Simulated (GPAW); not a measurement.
# InO in GPAW: equation of state

How stiff is InO in PBEsol, and what volume does it want? The cell is scaled to several volumes.

Everything below comes from runs of GPAW 26.7.0. Logs are shortened: lines on timing, memory, paths and dates and some standing lists are left out, and cuts for length are marked. The log counts tension as positive stress, the text compression.

### 1 The structure

The cell holds a slab with vacuum, 4 atoms: a = 3.454 Å, b = 3.454 Å, c = 15.877 Å, α = 90.00°, β = 90.00°, γ = 120.00°.

### 2 Equation of state, PBEsol

File run.py:

```python
from ase import Atoms
from ase.eos import EquationOfState
from ase.io import Trajectory
from ase.units import GPa
from ase.parallel import parprint
from gpaw import GPAW, PW, setup_paths

setup_paths.insert(0, '.')

atoms = Atoms(['In', 'In', 'O', 'O'],
              cell=[[3.4536138013, 0.0, 0.0],
                    [-1.7268069007, 2.9909172868, 0.0],
                    [0.0, 0.0, 15.8771]],
              scaled_positions=[[0.6666666667, 0.3333333333, 0.409979],
                                [0.6666666667, 0.3333333333, 0.590021],
                                [0.0, 0.0, 0.360133],
                                [0.0, 0.0, 0.639867]],
              pbc=True)

traj = Trajectory('eos.traj', 'w')
volumes, energies = [], []
for x in [0.94, 0.96, 0.98, 1.0, 1.02, 1.04, 1.06]:
    a = atoms.copy()
    a.set_cell(atoms.cell * x**(1 / 3), scale_atoms=True)
    calc = GPAW(mode=PW(800),
                xc='PBEsol',
                kpts={'size': (9, 9, 2), 'gamma': True},
                occupations={'name': 'fermi-dirac', 'width': 0.05},
                nbands=32,
                convergence={'density': 1e-05, 'energy': 1e-05},
                maxiter=150,
                txt=f'eos-{x:.2f}.txt')
    a.calc = calc
    energies.append(a.get_potential_energy(force_consistent=True))
    volumes.append(a.get_volume())
    p = -a.get_stress()[:3].mean() / GPa
    calc.write(f'eos-{x:.2f}.gpw')
    traj.write(a)
    parprint(f'{x:.2f} {volumes[-1]:10.4f} A^3 {energies[-1]:14.6f} eV {p:9.3f} GPa', flush=True)

v0, e0, B = EquationOfState(volumes, energies, eos='birchmurnaghan').fit()
parprint(f'V0 = {v0:.4f} A^3, E0 = {e0:.6f} eV, B0 = {B / GPa:.2f} GPa')
```

Potentials or basis: PAW data sets generated in the run's folder for this functional, pw.

Run with:

```
> gpaw-setup -f PBEsol In O
> OMP_NUM_THREADS=1 mpirun -n 4 gpaw python run.py
```

The log of the run:

```text
__  _  _
 | _ |_)|_||  |
 |__||  | ||/\| - 26.7.0

Input parameters:
  mode=PW(ecut=800.0),
  convergence={'density': 1e-05, 'energy': 1e-05},
  kpts=MonkhorstPack(size=(9, 9, 2), gamma=True),
  maxiter=150,
  nbands=32,
  occupations=Occupations(name='fermi-dirac', width=0.05),
  xc=XC(name='PBEsol')

Diagonalizing LCAO Hamiltonian
Converting LCAO to pw mode

       O
            In

            In
       O

Atoms  # Å, Bohr magnetons
|   | symbol |        x |        y |         z |    initial magnetic moments |
|---|--------|----------|----------|-----------|-----------------------------|
| 0 |     In | 1.703469 | 0.983498 |  6.421304 | ( 0.0000,  0.0000,  0.0000) |
| 1 |     In | 1.703469 | 0.983498 |  9.241215 | ( 0.0000,  0.0000,  0.0000) |
| 2 |      O | 0.000000 | 0.000000 |  5.640590 | ( 0.0000,  0.0000,  0.0000) |
| 3 |      O | 0.000000 | 0.000000 | 10.021929 | ( 0.0000,  0.0000,  0.0000) |

Unit cell  # Å
| periodic |         x |        y |         z |   lengths |     angles |
|----------|-----------|----------|-----------|-----------|------------|
|      yes |  3.406938 | 0.000000 |  0.000000 |  3.406938 |  90.000000 |
|      yes | -1.703469 | 2.950495 |  0.000000 |  3.406938 |  90.000000 |
|      yes |  0.000000 | 0.000000 | 15.662518 | 15.662518 | 120.000000 |

Number of symmetries: 12
Symmetry operations  # r_c * U_cc + t_c -> r_c
|    | kind |            matrix            |
|----|------|------------------------------|
|  0 |  σ   |  1, 1, 0,  0,-1, 0,  0, 0, 1 |
|  1 |  C2  |  1, 1, 0,  0,-1, 0,  0, 0,-1 |
|  2 |  E   |  1, 0, 0,  0, 1, 0,  0, 0, 1 |
|  3 |  σ   |  1, 0, 0,  0, 1, 0,  0, 0,-1 |
|  4 |  C3  |  0, 1, 0, -1,-1, 0,  0, 0, 1 |
|  5 |  S3  |  0, 1, 0, -1,-1, 0,  0, 0,-1 |
|  6 |  σ   |  0,-1, 0, -1, 0, 0,  0, 0, 1 |
|  7 |  C2  |  0,-1, 0, -1, 0, 0,  0, 0,-1 |
|  8 |  σ   | -1, 0, 0,  1, 1, 0,  0, 0, 1 |
|  9 |  C2  | -1, 0, 0,  1, 1, 0,  0, 0,-1 |
| 10 |  C3  | -1,-1, 0,  1, 0, 0,  0, 0, 1 |
| 11 |  S3  | -1,-1, 0,  1, 0, 0,  0, 0,-1 |

BZ-sampling:
  Number of BZ points: 162
  Number of IBZ points: 24

  Monkhorst-Pack size: [9, 9, 2]
  Monkhorst-Pack shift: [0.0, 0.0, 0.25]

K-points  # in reciprocal-cell coordinates
|     |                                coordinates |     weight |
|-----|--------------------------------------------|------------|
|   0 | (  0.00000000,   0.00000000,   0.00000000) | 0.00617284 |
|   1 | (  0.00000000,   0.00000000,   0.50000000) | 0.00617284 |
|   2 | (  0.11111111,   0.00000000,   0.00000000) | 0.03703704 |
|   3 | (  0.11111111,   0.00000000,   0.50000000) | 0.03703704 |
|   4 | (  0.22222222,  -0.11111111,   0.00000000) | 0.03703704 |
|   5 | (  0.22222222,  -0.11111111,   0.50000000) | 0.03703704 |
|   6 | (  0.22222222,   0.00000000,   0.00000000) | 0.03703704 |
|   7 | (  0.22222222,   0.00000000,   0.50000000) | 0.03703704 |
|   8 | (  0.33333333,  -0.11111111,   0.00000000) | 0.07407407 |
|   9 | (  0.33333333,  -0.11111111,   0.50000000) | 0.07407407 |
| ... |                                            |            |
|  23 | (  0.44444444,   0.44444444,   0.50000000) | 0.03703704 |

Plane wave coefficients: 8131
Cutoff: 800.0 eV

Spin-components: 1 (collinear spins)
Bands:           32
Projectors:      22
Spin-degeneracy: 2
Datatype:        complex128

Parallelization:
  kpt:    4
  domain: 1
  band:   1

Density:
  Valence electrons: 38.0
  Components: 1
  Grid points: [ 24  24 105]
  Charge: 0.0  # |e|

Potential:
  Grid points: [ 24  24 105]

species:
  In:
    name:    Indium
    Z:       49.0
    valence: 13
    core:    36
    charge:  0.0  # [|e|]
    compensation charges:
      type: gauss
      rc: 0.36  # [Å]
      lmax: 2
    cutoffs:
      filter: 2.09  # [Å]
      core: 2.48  # [Å]
    projectors
    | kind |    occ | energy [eV] | rcut [Å] |
    |------|--------|-------------|----------|
    |   5s |  2.000 |      -8.248 |    1.185 |
    |   5p |  1.000 |      -2.521 |    1.244 |
    |   4d | 10.000 |     -18.596 |    1.148 |
    |    s |        |      18.964 |    1.185 |
    |    p |        |      24.691 |    1.244 |
    |    d |        |       8.615 |    1.148 |

    Using partial waves for In as LCAO basis

  O:
    name:    Oxygen
    Z:       8.0
    valence: 6
    core:    2
    charge:  0.0  # [|e|]
    compensation charges:
      type: gauss
      rc: 0.21  # [Å]
      lmax: 2
    cutoffs:
      filter: 1.17  # [Å]
      core: 0.83  # [Å]
    projectors
    | kind |    occ | energy [eV] | rcut [Å] |
    |------|--------|-------------|----------|
    |   2s |  2.000 |     -23.808 |    0.688 |
    |   2p |  4.000 |      -8.972 |    0.598 |
    |    s |        |       3.404 |    0.688 |
    |    p |        |      18.239 |    0.598 |
    |    d |        |       0.000 |    0.619 |

    Using partial waves for O as LCAO basis

Reference energy: -323873.152318  # eV

eigensolver:
  PPCG
  Converge bands: occupied
  niter=2

density mixing:
  MSR1-Mixer
  Pratt-step length: 0.05
  Maximum mixing coefficient: 0.75
  Old densities: 10
  SVD Regularization: 0.005
  Good broyden scale: 1.0
  Trust region scale: 1.0
  Backstep threshold: 4.0
  History deletion threshold: 6.0
  Fourier metric: weight=20.0, sigma=0.015

occupation numbers:
  Fermi-Dirac:
    width: 0.0500  # eV

poisson solver:
  ecut: 6400.0  # eV

xc functional:
  name: PBEsol with 2 nearest neighbor stencil

convergence criteria:
- Maximum integral of absolute [dens]ity change: 1e-05 electrons / valence electron
- Maximum [total energy] change in last 3 cyles: 1e-05 eV / valence electron
- Maximum integral of absolute [eigenst]ate change: 4e-08 eV^2 / valence electron
maximum number of iterations: 150

SCF iterations
|iter     | |      energy | eigst |  dens |
|---------|-|-------------|-------|-------|
|iter:   1| |  -25.148611 | -0.16 |       |
|iter:   2| |  -24.058953 | -1.48 | -0.97 |
|iter:   3| |  -21.820419 | -0.91 | -1.03 |
|iter:   4| |  -21.773130 | -2.47 | -1.51 |
|iter:   5| |  -21.758912 | -3.03 | -1.71 |
|iter:   6| |  -21.758272 | -3.79 | -2.37 |
|iter:   7| |  -21.758404 | -4.91 | -2.99 |
|iter:   8| |  -21.758394c| -6.19 | -3.73 |
|iter:   9| |  -21.758394c| -7.30 | -4.38 |
|iter:  10| |  -21.758394c| -7.70c| -5.02c|

Converged in 10 steps
Energy contributions relative to reference atoms: (reference = -323873.152318)

Energy contributions:
  Kinetic:          50.767795
  Coulomb:         -47.659298
  Zero:              0.540829
  External:          0.000000
  Xc:              -25.407388
  Entropy:          -0.000663
  Spinorbit:         0.000000
  ----------------------------
  Free energy:     -21.758725
  Extrapolated:    -21.758394

dipole moment: (-4.579949, -19.469141, 0.000001)  # |e|*Ang

Fermi level: -1.293
Eigenvalues  # (at kpt = [0.000, 0.000, 0.000])
| band index |      eig [eV] | occ [0-2] |
|------------|---------------|-----------|
|          0 |       -19.358 |     2.000 |
|        ... |               |           |
|         11 |       -14.352 |     2.000 |
|         12 |        -7.469 |     2.000 |
|         13 |        -4.503 |     2.000 |
|         14 |        -3.315 |     2.000 |
|         15 |        -3.315 |     2.000 |
|         16 |        -3.279 |     2.000 |
[... 8 lines left out ...]
|         25 |         8.015 |     0.000 |
|         26 |         8.015 |     0.000 |
|        ... |               |           |
|         31 |        11.619 |     0.000 |

Gap: 0.369 eV
Transition (v -> c):
  (s=0, k=13, n=18, [0.33, 0.33, 0.50]) -> (s=0, k=1, n=19, [0.00, 0.00, 0.50])
Direct/indirect transitions are different
Direct gap: 1.183 eV
Transition at: (s=0, k=1, n=18, [0.00, 0.00, 0.50])

Stress tensor  # eV/Ang^3
|        x |        y |        z |
|----------|----------|----------|
| 0.003175 | 0.000000 | 0.000000 |
| 0.000000 | 0.003175 | 0.000000 |
| 0.000000 | 0.000000 | 0.001242 |

# Writing to eos-0.96.gpw (mode='')
```

It took 8 min on 4 MPI ranks of Intel Xeon at 2.50GHz (Skylake/Cascade Lake), shared host; peak memory 0.53 GiB.

Results:

* Equilibrium volume: 39.03 Å³/atom
* Bulk modulus at fixed shape and positions: 45 GPa
* Pressure derivative of the bulk modulus: 4.8

Energy against volume, from the lowest point:
| volume (Å³/atom) | energy (meV/atom) |
| --- | --- |
| 38.540 | 0.50 |
| 39.360 | 0.00 |
| 40.181 | 4.11 |
| 41.001 | 12.28 |
| 41.821 | 24.06 |
| 42.641 | 39.04 |
| 43.461 | 56.85 |

Caveat: the cell was scaled at fixed shape and fractional positions, which overstates the stiffness of a crystal with free parameters, most of all of layers and chains.
